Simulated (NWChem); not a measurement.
# BSiH4O2F (SMILES O[SiH2]B(O)F) at 6 levels

Wanted: a comparison of 6 runs (HF/3-21G, B3LYP/def2-SVP, B3LYP/6-31G*, SVWN5/def2-SVP, CCSD(T)/def2-SVP) of BSiH4O2F. 

The results are computed with NWChem 7.3.0.

59 further runs of the same task are left out: 59 set aside as unsound or not needed.

**1. The molecule**

BSiH4O2F: 9 atoms, total charge 0, spin state singlet. SMILES: `O[SiH2]B(O)F`. The Si2–B3 distance was set to 3.053 Å, away from the relaxed value. At this shape a bond of the SMILES string is far longer than usual.

Bond lengths: O1–Si2 1.653 Å, B3–O4 1.347 Å, B3–F5 1.342 Å, O1–H6 0.958 Å, Si2–H7 1.484 Å, Si2–H8 1.493 Å, O4–H9 0.965 Å. Angles: O4–B3–F5 118.7°, O1–Si2–H7 106.4°, O1–Si2–H8 111.4°, Si2–O1–H6 117.1°, B3–O4–H9 113.7°, H7–Si2–H8 107.8°. A long bond or contact: Si2–B3 3.053 Å.

**2. The energy at HF/3-21G (run 1)**

File bfh4o2si.nw:

```
start bfh4o2si
title "BFH4O2Si"
memory total 2200 mb
charge 0
geometry noautosym nocenter noautoz
 O      1.922059     0.333196     2.288557
 Si     1.607159    -0.756704     1.085757
 B     -0.701500     0.194000    -0.670900
 O     -0.968000    -0.381600    -1.859000
 F     -1.488500     1.196900    -0.250400
 H      1.170559     0.781196     2.678457
 H      2.862859    -0.896704     0.307457
 H      1.262859    -2.098504     1.641857
 H     -1.731300    -0.002600    -2.311100
end
basis spherical bse
 * library 3-21G
end
scf
 thresh 1e-08
 maxiter 80
 print medium
end
task scf energy
```

The run is started by

```bash
$ nwchem bfh4o2si.nw > bfh4o2si.out
```

The log of the run:

```text
[...]
  functions       =    57
[...]
  wavefunction    = RHF
[...]
         Total SCF energy =   -562.113551100305
      One-electron energy =  -1158.092349070092
      Two-electron energy =    405.341349124598
 Nuclear repulsion energy =    190.637448845189
        Time for solution =      1.8s
[...]
```

It took 2.4 s on 1 thread of Intel Xeon Platinum 8559C (Emerald Rapids), shared host; peak memory 0.11 GiB.

**3. The energy at B3LYP/def2-SVP (run 2)**

File bfh4o2si.nw:

```
start bfh4o2si
title "BFH4O2Si"
memory stack 880 mb heap 220 mb global 1100 mb

geometry units angstroms noautosym nocenter noautoz
  O     1.922059    0.333196    2.288557
  Si    1.607159   -0.756704    1.085757
  B    -0.701500    0.194000   -0.670900
  O    -0.968000   -0.381600   -1.859000
  F    -1.488500    1.196900   -0.250400
  H     1.170559    0.781196    2.678457
  H     2.862859   -0.896704    0.307457
  H     1.262859   -2.098504    1.641857
  H    -1.731300   -0.002600   -2.311100
end

basis spherical bse
  * library def2-SVP
end

dft
  xc b3lyp
  grid fine
  convergence energy 1e-08
  iterations 100
  mulliken
  print low
end

task dft energy
```

The run is started by

```bash
$ nwchem bfh4o2si.nw > bfh4o2si.out
```

The log of the run:

```text
[...]
 d= 0,ls=0.0,diis     1   -566.6909598526 -7.57D+02  1.57D-02  1.02D+00     1.3
[...]
 d= 0,ls=0.0,diis    10   -566.8162483071 -5.47D-09  5.87D-07  4.89D-09    14.0
         Total DFT energy =     -566.816248307101
      One electron energy =    -1162.116430639567
           Coulomb energy =      458.770934728617
    Exchange-Corr. energy =      -54.108201241340
 Nuclear repulsion energy =      190.637448845189
[...]
      Total Density - Mulliken Population Analysis
     ---------------------------------------------
    Atom       Charge   Shell Charges
 -----------   ------   -------------------------------------------------------
    1 O    8     8.38   1.99  1.07  0.63  2.90  1.77  0.01
    2 Si  14    13.56   2.00  1.98  1.05  0.25  5.93  1.15  0.94  0.25
    3 B    5     5.02   1.99  0.78  0.30  1.38  0.40  0.18
    4 O    8     8.09   1.99  1.09  0.53  2.91  1.57  0.01
    5 F    9     9.12   1.99  1.14  0.72  3.36  1.90  0.01
    6 H    1     0.80   0.67  0.06  0.07
    7 H    1     1.09   0.74  0.34  0.01
    8 H    1     1.11   0.74  0.36  0.01
    9 H    1     0.82   0.68  0.07  0.07
[...]
```

It took 15 s on 1 thread of Intel Xeon Platinum 8559C (Emerald Rapids), shared host; peak memory 0.13 GiB.

Runs 3 to 4 aren't shown in full; the table further down has their settings and results.

**4. A single-point energy at SVWN5/def2-SVP (run 5)**

File run.py:

```python
from ase import Atoms
from ase.calculators.nwchem import NWChem

molecule = Atoms(['O', 'Si', 'B', 'O', 'F', 'H', 'H', 'H', 'H'], positions=[
    [1.922059, 0.333196, 2.288557],
    [1.607159, -0.756704, 1.085757],
    [-0.701500, 0.194000, -0.670900],
    [-0.968000, -0.381600, -1.859000],
    [-1.488500, 1.196900, -0.250400],
    [1.170559, 0.781196, 2.678457],
    [2.862859, -0.896704, 0.307457],
    [1.262859, -2.098504, 1.641857],
    [-1.731300, -0.002600, -2.311100],
])

calc = NWChem(
    label='bfh4o2si',
    theory='dft',
    memory='2200 mb',
    basis='def2-SVP',
    basispar='spherical bse',
    dft={'xc': 'slater vwn_5', 'mult': '1', 'grid': 'fine', 'convergence': 'energy 1e-08', 'iterations': '100', 'mulliken': None},
    task='energy',
)
molecule.calc = calc

e = molecule.get_potential_energy()
print(f"E = {e:.6f} eV")
print("dipole (e A):", molecule.get_dipole_moment().round(4))
```

The run is started by

```bash
$ export ASE_NWCHEM_COMMAND="nwchem PREFIX.nwi > PREFIX.nwo"
$ python run.py
```

The log of the run:

```text
E = -15337.307433 eV
dipole (e A): [-0.4201  0.1105 -0.1145]
```

The calculator wrote bfh4o2si.nwi:

```
title "bfh4o2si"

permanent_dir bfh4o2si

scratch_dir bfh4o2si

start bfh4o2si

geometry units angstrom nocenter noautosym noautoz
  O  1.9220590000000000e+00 3.3319599999999999e-01 2.2885570000000000e+00
  Si 1.6071590000000000e+00 -7.5670400000000004e-01 1.0857570000000001e+00
  B  -7.0150000000000001e-01 1.9400000000000001e-01 -6.7090000000000005e-01
  O  -9.6799999999999997e-01 -3.8159999999999999e-01 -1.8590000000000000e+00
  F  -1.4884999999999999e+00 1.1969000000000001e+00 -2.5040000000000001e-01
  H  1.1705589999999999e+00 7.8119600000000000e-01 2.6784569999999999e+00
  H  2.8628589999999998e+00 -8.9670399999999995e-01 3.0745699999999998e-01
  H  1.2628590000000000e+00 -2.0985040000000001e+00 1.6418569999999999e+00
  H  -1.7313000000000001e+00 -2.5999999999999999e-03 -2.3111000000000002e+00
end

memory 2200 mb

basis spherical bse noprint
   * library def2-SVP
end

dft
  xc slater vwn_5
  mult 1
  grid fine
  convergence energy 1e-08
  iterations 100
  mulliken
end

task dft energy
```

bfh4o2si.nwo (excerpt; [...] marks lines left out):

```text
[...]
      One electron energy =    -1161.858885927164
[... 1 line left out ...]
    Exchange-Corr. energy =      -50.814420160132
[... 6 lines left out ...]
                       DFT Final Molecular Orbital Analysis
[... 676 lines left out ...]
     -------------------------------------------
[...]
```

Run time: 10 s. Hardware: 1 thread of Intel Xeon Platinum 8559C (Emerald Rapids), shared host; peak memory 0.13 GiB.

**5. A single-point energy at CCSD(T)/def2-SVP (run 6)**

File sp.nw:

```
start sp
memory stack 880 mb heap 220 mb global 1100 mb
charge 0
geometry units angstrom noautosym nocenter noautoz
  O     1.922059    0.333196    2.288557
  Si    1.607159   -0.756704    1.085757
  B    -0.701500    0.194000   -0.670900
  O    -0.968000   -0.381600   -1.859000
  F    -1.488500    1.196900   -0.250400
  H     1.170559    0.781196    2.678457
  H     2.862859   -0.896704    0.307457
  H     1.262859   -2.098504    1.641857
  H    -1.731300   -0.002600   -2.311100
end
basis spherical bse
  * library def2-SVP
end
scf
  thresh 1e-08
  maxiter 80
end
ccsd
  freeze core 9
  maxiter 60
end
task ccsd(t) energy
```

The run is started by

```bash
$ nwchem sp.nw > sp.out
```

The log of the run:

```text
[...]
  functions       =    94
[...]
  wavefunction    = RHF
[...]
         Total SCF energy =   -564.853689922350
      One-electron energy =  -1161.521810817848
      Two-electron energy =    406.030672050309
 Nuclear repulsion energy =    190.637448845189
        Time for solution =      7.2s
[...]
 Total MP2 energy:           -565.592066918113915
[...]
             energy      energy      error      ampl     ampl      Block
                                                time     time      time
[...]
 Total CCSD energy:           -565.629391443715576
[...]
 Total CCSD+T(CCSD) energy:           -565.650456372436793
[...]
 Total CCSD(T) energy:                -565.648626083442423
[...]
```

Run time: 2.8 min. Hardware: 1 thread of Intel Xeon Platinum 8559C (Emerald Rapids), shared host; peak memory 0.35 GiB.

**6. All runs side by side**

| run | level | iteration cap | module | energy (Eh) | dipole moment (D) | HOMO energy (eV) | LUMO energy (eV) | wall time |
| --- | --- | --- | --- | --- | --- | --- | --- | --- |
| 1 | HF/3-21G | 80 | scf | -562.113551 | 2.70 | -8.70 | 2.01 | 2.4 s |
| 2 | B3LYP/def2-SVP | 100 | dft | -566.816248 | – | – | – | 15 s |
| 3 | B3LYP/6-31G* (spherical functions) | 100 | dft | -567.078409 | 2.20 | -6.14 | -1.30 | 28 s |
| 4 | B3LYP/6-31G* (Cartesian functions) | 100 | dft | -567.084434 | 2.19 | -6.15 | -1.31 | 33 s |
| 5 | SVWN5/def2-SVP | 100 | dft | -563.635657 | 2.16 | -5.49 | -2.12 | 10 s |
| 6 | CCSD(T)/def2-SVP | 80 | ccsd(t) | -565.648626 | – | -8.79 | 2.12 | 2.8 min |

**7. What came out**

| quantity | value |
| --- | --- |
| run 6: total energy | -565.64863 Eh |
| run 6: HOMO energy (Hartree–Fock orbitals) | -8.79 eV |
| run 6: LUMO energy (Hartree–Fock orbitals) | 2.12 eV |
| run 6: HOMO–LUMO gap (Hartree–Fock orbitals) | 10.90 eV |
| run 6: correlation energy (9 core orbitals frozen) | -794.9 mEh |
| run 6: (T) correction | -19.23 mEh |

In words: Over runs 1, 3, 4, 5 the dipole moment (its size) runs from 2.16 D (SVWN5/def2-SVP) to 2.70 D (HF/3-21G). The two ends differ in method and basis. Over runs 1, 3, 4, 5 the HOMO–LUMO gap runs from 3.37 eV (SVWN5/def2-SVP) to 10.72 eV (HF/3-21G). Totals of different functionals can't be ranked against each other. All runs together took 4.3 min, the longest 2.8 min.
